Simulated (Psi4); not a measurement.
# One shape, several levels: triplet TiHCl3O

Wanted: a comparison of 3 runs (UB3LYP/6-31G*, UHSE06/def2-SVP, UTPSSh/def2-SVP) of triplet TiHCl3O. 

The results are computed with Psi4 1.11.

## 1. The structure to begin with

TiHCl3O has 6 atoms, charge 0, and is taken as a triplet. SMILES of the parent species: `Cl[Ti](Cl)(Cl)O`. The coordinates come from a PBE0-D4/def2-TZVP relaxation. That shape belongs to the parent species and isn't relaxed for this state.

Bond lengths: Cl1–Ti2 2.179 Å, Ti2–Cl3 2.179 Å, Ti2–Cl4 2.180 Å, Ti2–O5 1.745 Å, O5–H6 0.958 Å. Angles: Cl1–Ti2–Cl3 108.5°, Cl1–Ti2–Cl4 110.3°, Cl1–Ti2–O5 109.1°, Cl3–Ti2–Cl4 110.3°, Cl3–Ti2–O5 109.1°, Cl4–Ti2–O5 109.5°, Ti2–O5–H6 146.9°.

## 2. Energy and gradient at UB3LYP/6-31G(d) (spherical functions) (run 1)

cl3hoti.inp reads:

```
memory 2200 mb

molecule geom {
  0 3
  Cl    -1.629250    -0.831330     1.360800
  Ti    -0.080580    -0.347470    -0.093680
  Cl     1.757320    -1.362960     0.488070
  Cl    -0.693400    -0.978720    -2.087950
  O      0.191890     1.375840    -0.087440
  H      0.454040     2.144630     0.420190
  symmetry c1
}

set basis 6-31G*
set reference uks
set puream true
set e_convergence 1e-09
set d_convergence 1e-08
set scf_type pk
set dft_radial_points 99
set dft_spherical_points 590
set maxiter 100

result, w = gradient("b3lyp", return_wfn=True)
oeprop(w, "WIBERG_LOWDIN_INDICES", "QUADRUPOLE", "LOWDIN_CHARGES", title="B3LYP")
```

Launch:

```sh
$ psi4 -n 1 cl3hoti.inp cl3hoti.out
```

cl3hoti.out:

```text
[...]
  Running in c1 symmetry.
[...]
  Nuclear repulsion =  537.727169234765938
[...]
  Multiplicity = 3
[...]
  Nalpha       = 42
  Nbeta        = 40
[...]
    Number of basis functions: 104
[...]
   @UKS iter   1: -2305.61942432366050   -3.13827e-01   8.24382e-03 DIIS/ADIIS
[...]
   @UKS iter  36: -2305.93371237540850   -4.86580e-11   7.23254e-09 DIIS
[...]
   @S^2 Observed:                2.005009846E+00
[...]
  @UKS Final Energy: -2305.93371237540850
   => Energetics <=
    Nuclear Repulsion Energy =            537.7271692347659382
    One-Electron Energy =               -4247.8622594956950707
    Two-Electron Energy =                1513.7587223909447403
    DFT Exchange-Correlation Energy =    -109.5573445054239698
    Empirical Dispersion Energy =           0.0000000000000000
    VV10 Nonlocal Energy =                  0.0000000000000000
    Total Energy =                      -2305.9337123754080494
[...]
  -Total Gradient:
     Atom            X                  Y                   Z
    ------   -----------------  -----------------  -----------------
       1        0.032126482087     0.015323913767    -0.034879308018
       2        0.000135838135    -0.033040013236     0.020911775761
       3       -0.038750043882     0.026441318564    -0.016552402140
       4        0.011628874013     0.017084803628     0.034717344959
       5       -0.002609993523    -0.019258533920     0.001492659635
       6       -0.002535964953    -0.006554563708    -0.005704154052
[...]
 Multipole Moments:
 ------------------------------------------------------------------------------------
     Multipole            Electronic (a.u.)      Nuclear  (a.u.)        Total (a.u.)
 ------------------------------------------------------------------------------------
 L = 1.  Multiply by 2.5417464519 to convert [e a0] to [Debye]
 Dipole X            :         -0.3557510            0.5895922            0.2338412
 Dipole Y            :         -2.2293149            2.8473893            0.6180743
 Dipole Z            :         -0.0025877            0.5112891            0.5087014
 Magnitude           :                                                    0.8339513
 L = 2.  Multiply by 1.3450342976 to convert [e a0^2] to [Debye ang]
 Quadrupole XX       :       -421.8788207          376.2719760          -45.6068447
 Quadrupole XY       :         29.8512299          -28.5556759            1.2955540
[...]
```

It took 57 s on 1 thread of Intel Xeon 6975P-C (Granite Rapids), shared host; peak memory 0.83 GiB.

## 3. Energy and gradient at UHSE06/def2-SVP (run 2)

run.py reads:

```python
import psi4

psi4.set_memory(2200000000)
psi4.set_num_threads(1)
psi4.core.set_output_file('cl3hoti.out', False)

m = psi4.geometry("""
0 3
Cl
Ti 1 2.178993
Cl 2 2.178883 1 108.52943
Cl 2 2.17971 3 110.27077 1 -120.8943
O 2 1.744728 3 109.12654 1 118.83634
H 5 0.957836 2 146.86831 3 -58.12783
symmetry c1
""")

options = {'basis': 'def2-SVP', 'reference': 'uks', 'puream': True, 'e_convergence': 1e-09, 'd_convergence': 1e-08, 'scf_type': 'pk', 'dft_radial_points': 99, 'dft_spherical_points': 590, 'maxiter': 100}
psi4.set_options(options)

e_tot = psi4.gradient('HSE06', molecule=m)
print('gradient / Eh bohr^-1')
print(e_tot.np.round(6))
for k, v in sorted(psi4.core.scalar_variables().items()):
    print(f'{k:45s} {v:18.10f}')
```

Launch:

```sh
$ python run.py
```

cl3hoti.out:

```text
[...]
  Running in c1 symmetry.
[...]
  Nuclear repulsion =  537.727189304694207
[...]
  Multiplicity = 3
[...]
  Nalpha       = 42
  Nbeta        = 40
[...]
    Number of basis functions: 104
[...]
   @UKS iter   1: -2304.50668324405524   -3.41584e-01   7.42646e-03 ADIIS/DIIS
[...]
   @UKS iter  34: -2304.75964115428724   -1.00044e-11   7.64334e-09 DIIS
[...]
   @S^2 Observed:                2.005457067E+00
[...]
  @UKS Final Energy: -2304.75964115428724
   => Energetics <=
    Nuclear Repulsion Energy =            537.7271893046942068
    One-Electron Energy =               -4247.4572809949704606
    Two-Electron Energy =                1508.4236954079212865
    DFT Exchange-Correlation Energy =    -103.4532448719323412
    Empirical Dispersion Energy =           0.0000000000000000
    VV10 Nonlocal Energy =                  0.0000000000000000
    Total Energy =                      -2304.7596411542876922
[...]
 Multipole Moments:
 ------------------------------------------------------------------------------------
     Multipole            Electronic (a.u.)      Nuclear  (a.u.)        Total (a.u.)
 ------------------------------------------------------------------------------------
 L = 1.  Multiply by 2.5417464519 to convert [e a0] to [Debye]
 Dipole X            :          1.9727171           -2.6969168           -0.7241997
 Dipole Y            :         -1.0759540            0.9690992           -0.1068547
 Dipole Z            :         -0.7809127            0.7100349           -0.0708778
 Magnitude           :                                                    0.7354637
[...]
  -Total Gradient:
     Atom            X                  Y                   Z
    ------   -----------------  -----------------  -----------------
       1       -0.001533177024     0.005760866673     0.043337769047
       2        0.014588511457    -0.030890874827    -0.022364767477
       3       -0.001556182685     0.042817327169    -0.008267516160
       4       -0.030193492549    -0.011985230893    -0.008608692804
       5        0.015057829339    -0.006434659786    -0.004646945977
       6        0.003611766549     0.000767473694     0.000574519203
[...]
```

Standard output:

```text
gradient / Eh bohr^-1
[[-0.001533  0.005761  0.043338]
 [ 0.014589 -0.030891 -0.022365]
 [-0.001556  0.042817 -0.008268]
 [-0.030193 -0.011985 -0.008609]
 [ 0.015058 -0.006435 -0.004647]
 [ 0.003612  0.000767  0.000575]]
CURRENT ENERGY                                  -2304.7596411543
CURRENT REFERENCE ENERGY                        -2304.7596411543
DD SOLVATION ENERGY                                 0.0000000000
DFT FUNCTIONAL TOTAL ENERGY                     -2304.7596411543
DFT TOTAL ENERGY                                -2304.7596411543
DFT VV10 ENERGY                                     0.0000000000
DFT XC ENERGY                                    -103.4532448719
GRID ELECTRONS ALPHA                               42.0000017698
GRID ELECTRONS BETA                                40.0000017406
GRID ELECTRONS TOTAL                               82.0000035104
NUCLEAR REPULSION ENERGY                          537.7271893047
ONE-ELECTRON ENERGY                             -4247.4572809950
PCM POLARIZATION ENERGY                             0.0000000000
PE ENERGY                                           0.0000000000
SCF ITERATION ENERGY                            -2304.7596411543
SCF ITERATIONS                                     34.0000000000
SCF TOTAL ENERGY                                -2304.7596411543
TWO-ELECTRON ENERGY                              1508.4236954079
XC GRID RADIAL POINTS                              99.0000000000
XC GRID SPHERICAL POINTS                          590.0000000000
XC GRID TOTAL POINTS                           336187.0000000000
```

Run time: 86 s. Hardware: 1 thread of Intel Xeon 6975P-C (Granite Rapids), shared host; peak memory 1.2 GiB.

## 4. Energy and forces at UTPSSh/def2-SVP (run 3)

input.in reads:

```
memory 2200 mb

molecule geom {
  0 3
  Cl    -1.629250    -0.831330     1.360800
  Ti    -0.080580    -0.347470    -0.093680
  Cl     1.757320    -1.362960     0.488070
  Cl    -0.693400    -0.978720    -2.087950
  O      0.191890     1.375840    -0.087440
  H      0.454040     2.144630     0.420190
  symmetry c1
  no_reorient
  no_com
}

set {
  basis def2-SVP
  reference uks
  puream true
  e_convergence 1e-09
  d_convergence 1e-08
  scf_type pk
  dft_radial_points 99
  dft_spherical_points 590
  maxiter 100
}

E = gradient("tpssh")
```

Launch:

```sh
$ psi4 input.in input.out -n 1
```

input.out:

```text
[...]
  Running in c1 symmetry.
[...]
  Nuclear repulsion =  537.727169234765938
[...]
  Multiplicity = 3
[...]
  Nalpha       = 42
  Nbeta        = 40
[...]
    Number of basis functions: 104
[...]
   @UKS iter   1: -2305.20282810310164   -2.82713e-01   7.78462e-03 DIIS/ADIIS
[...]
   @UKS iter  47: -2305.48324425078454   -1.09139e-11   9.10186e-09 DIIS
[...]
   @S^2 Observed:                2.003713855E+00
[...]
  @UKS Final Energy: -2305.48324425078454
   => Energetics <=
    Nuclear Repulsion Energy =            537.7271692347659382
    One-Electron Energy =               -4247.6829979381709563
    Two-Electron Energy =                1527.2418603438688933
    DFT Exchange-Correlation Energy =    -122.7692758912487108
    Empirical Dispersion Energy =           0.0000000000000000
    VV10 Nonlocal Energy =                  0.0000000000000000
    Total Energy =                      -2305.4832442507845371
[...]
 Multipole Moments:
 ------------------------------------------------------------------------------------
     Multipole            Electronic (a.u.)      Nuclear  (a.u.)        Total (a.u.)
 ------------------------------------------------------------------------------------
 L = 1.  Multiply by 2.5417464519 to convert [e a0] to [Debye]
 Dipole X            :         17.9790535          -17.7524841            0.2265694
 Dipole Y            :         92.1337532          -91.5272975            0.6064557
 Dipole Z            :         12.5832106          -12.1030344            0.4801762
 Magnitude           :                                                    0.8060344
[...]
  -Total Gradient:
     Atom            X                  Y                   Z
    ------   -----------------  -----------------  -----------------
       1        0.028404692318     0.013392635797    -0.031728260144
       2        0.001740113130    -0.025488497283     0.021534444715
       3       -0.034797233804     0.023353045985    -0.015317787556
       4        0.010182424148     0.015496663837     0.030487005915
       5       -0.002691323273    -0.019259503570     0.001300473120
       6       -0.002857689552    -0.007542377634    -0.006313299080
[...]
```

Run time: 2.3 min. Hardware: 1 thread of Intel Xeon 6975P-C (Granite Rapids), shared host; peak memory 1 GiB.

## 5. Overview of the runs

| run | level | energy (Eh) | dipole moment (D) | HOMO energy (eV) | ⟨S²⟩ | wall time |
| --- | --- | --- | --- | --- | --- | --- |
| 1 | UB3LYP/6-31G* (spherical functions) | -2305.933712 | 2.12 | -5.10 | 2.005 | 57 s |
| 2 | UHSE06/def2-SVP | -2304.759641 | 1.87 | -4.89 | 2.005 | 86 s |
| 3 | UTPSSh/def2-SVP | -2305.483244 | 2.05 | -4.26 | 2.004 | 2.3 min |

## 6. Summary of results

| quantity | value |
| --- | --- |
| run 3: total energy | -2305.48324 Eh |
| run 3: dipole moment | 2.05 D |
| run 3: HOMO energy (highest over α and β) | -4.26 eV |
| run 3: ⟨S²⟩ | 2.004 |
| run 3: largest force on an atom | 2.296 eV/Å |

**Reading.** The dipole moment (its size) runs from 1.87 D (UHSE06/def2-SVP) to 2.12 D (UB3LYP/6-31G*). The two ends differ in method and basis. Totals of different functionals can't be ranked against each other. All runs together took 4.7 min, the longest 2.3 min.
